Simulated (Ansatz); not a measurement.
# HfC+ (octet): the correlation ladder, def2-QZVPP

One table from this session's results is given with a row withheld; the runs are named, their logs left out.

The runs use Ansatz 0.2.0, Gaussian basis; def2-QZVPP, core rule «outside noble gas», up to 5 orbitals frozen.

Plan: UHF; ROHF; CCSD(T) on UHF.

### The geometry

The geometry is a PBE0/def2-TZVP stationary point (not a proven minimum) of the parent state, kept for this charge and spin. No spin-orbit coupling is included. Elements past krypton take def2 core potentials.

2 atoms, charge 1, spin multiplicity 8.

Atoms are counted from 1 here; the program's logs count them from 0.

Bond lengths: Hf1–C2 2.077 Å.

Set-up of the first run:

The input, in.yaml:

```yaml
crystal:
  periodic: [false, false, false]
  atoms:
    - {symbol: Hf, position_ang: [0.000000, 0.000000, 0.000000]}
    - {symbol: C, position_ang: [0.000000, 0.000000, 2.077400]}
basis:
  gaussian: {orbitals: "def2-QZVPP.json"}
total_charge: 1
magnetization: {spin_polarized: true, initial_magnetization: 7}
hamiltonian: {xc: hf}
output: {orbitals: {seedname: orbitals}}
```

The run is started by

```bash
$ ansatz run in.yaml --threads 1 --pin off --events-out ev --progress --plain --max-ram 2816MiB --backend cpu
```

Steps of the session up to this table: UHF; ROHF; CCSD(T) on UHF.

One table of the session follows, with a row left open; its other results are not shown here.

```
  method  from UCCSD(T) (meV)
    ROHF              +1892.7
     UHF                    ?
    UMP2               +372.0
   UCCSD                +31.6
UCCSD(T)                    0
```

Q: Estimate the row for UHF from the others.

The run gave: from UCCSD(T) (meV): +1757.8. In the column «from UCCSD(T) (meV)» it lies between UMP2 (+372.0) and ROHF (+1892.7).
